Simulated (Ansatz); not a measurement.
Below is the output of a Python script on the Python package of Ansatz (0.2.0) that makes a single point in a Gaussian basis of CH4ClFOTi, SMILES [CH3][Ti]([OH])([F])[Cl]. Write a script that gives it. Level of theory: wB97X, def2-SVPD basis, multiplicity 1.

Input file `ch4clfoti.xyz`:
```text
9

C    -1.28600   -0.05360   -0.20750
Ti    0.80350   -0.06890   -0.29800
O     1.47380   -0.68990    1.41580
F     1.43990   -1.25490   -1.69220
Cl    1.62510    2.06970   -0.75530
H    -1.65600    0.49790    0.72100
H    -1.69310    0.56780   -1.08270
H    -1.69440   -1.02620   -0.25940
H     1.07580   -0.08830    2.14120
```

```console
$ python energy.py
reference energy    -41495.938310 eV
total energy        -41495.938310 eV
occupied orbitals outside the frozen core (up, down): [33, 33]  frozen: 0  virtual: [126, 126]
<S^2> = 0.0  all-electron relativity setting: none
passes: {'evaluations': 21, 'products': 20}
occupied orbitals by irrep: [{'A': 33}, {'A': 33}]
largest force 3.8958 eV/A, rms 1.5371
dipole moment 4.148 D
Mulliken: [('C', 0.014), ('Ti', 1.388), ('O', -0.645), ('F', -0.572), ('Cl', -0.4), ('H', 0.039), ('H', 0.092), ('H', -0.167), ('H', 0.25)]
Alpha     -16.429 eV  occupation 2
Alpha     -15.138 eV  occupation 2
Alpha     -14.871 eV  occupation 2
Alpha     -14.491 eV  occupation 2
Alpha     -14.219 eV  occupation 2
Alpha     -14.073 eV  occupation 2
Alpha     -13.214 eV  occupation 2
Alpha     -13.145 eV  occupation 2
Alpha     -12.813 eV  occupation 2
Alpha     -12.062 eV  occupation 2
Alpha     -11.817 eV  occupation 2
Alpha     -11.774 eV  occupation 2
Alpha      -1.686 eV  occupation 0
Alpha      -1.533 eV  occupation 0
Alpha      -1.136 eV  occupation 0
Alpha      -0.913 eV  occupation 0
Alpha      -0.530 eV  occupation 0
Alpha       1.002 eV  occupation 0
Alpha       2.276 eV  occupation 0
Alpha       2.433 eV  occupation 0
Alpha       2.685 eV  occupation 0
```

The script that was run (others could print the same):

`energy.py`:
```python
from pathlib import Path

import ansatz as az
import numpy as np

BASIS_SET = "def2-SVPD"


def main() -> None:
    system = az.Crystal.molecule_from_extxyz("ch4clfoti.xyz")

    calc = (
        system.calculation()
        .basis(gaussian=BASIS_SET)
        .functional(az.LibraryFunctional("wB97X"))
        .forces()
        .orbitals()
    )
    res = calc.run(runs_dir="out")
    r = res.report

    print("reference energy %16.6f eV" % r["reference_energy_ev"])
    print("total energy     %16.6f eV" % r["free_energy_ev"])
    print("occupied orbitals outside the frozen core (up, down):", r["n_occupied"], " frozen:", r["n_frozen"], " virtual:", r["n_virtual"])

    field = r["mean_field"]
    print("<S^2> =", round(abs(field["state"]["spin_squared"]), 4), " all-electron relativity setting:", field["relativity"])
    print("passes:", field["passes"])
    if "symmetry" in field:
        print("occupied orbitals by irrep:", field["symmetry"]["occupied"])

    symbols = [site.symbol for site in system.cartesian_sites]
    forces = np.array(r["forces_ev_ang"])
    print("largest force", round(float(np.linalg.norm(forces, axis=1).max()), 4), "eV/A, rms", round(float(np.sqrt((forces ** 2).mean())), 4))

    charges = r["charge_distribution"]
    print("dipole moment", round(4.803205 * float(np.linalg.norm(charges["dipole_moment_e_ang"])), 3), "D")
    print("Mulliken:", [(s, round(q, 3)) for s, q in zip(symbols, charges["mulliken_charges_e"])])

    lines = Path(r["orbitals_path"]).read_text().splitlines()
    field_of = lambda key: [line.split("=")[1].strip() for line in lines if line.startswith(key)]
    orbitals = [(27.211386 * float(e), s, float(n)) for e, s, n in zip(field_of("Ene="), field_of("Spin="), field_of("Occup="))]
    homo = max(e for e, _, n in orbitals if n > 0.5)
    lumo = min(e for e, _, n in orbitals if n < 0.5)
    for e, spin, n in sorted(orbitals):
        if homo - 6 < e < lumo + 5:
            print(f"{spin:6s} {e:10.3f} eV  occupation {n:.0f}")


if __name__ == "__main__":
    main()
```

Total energies depend on the basis set; only differences at equal settings carry meaning. The geometry is a force-field or estimated start, not a minimum of this method, and the basis set is short of its limit. Alpha marks a spatial orbital of a restricted run, filled by both spins. Levels such as HOMO and LUMO are orbital energies: with these approximate functionals they aren't the ionisation energy and electron affinity, and their gap isn't the fundamental gap. Mulliken charges are unreliable in a basis with diffuse functions. Run time: 17 s on 1 thread of Intel(R) Xeon(R) 6975P-C (Granite Rapids), on a shared host, peak memory 0.66 GiB.

(Lines on the test bed's own set-up are left out of the output.)
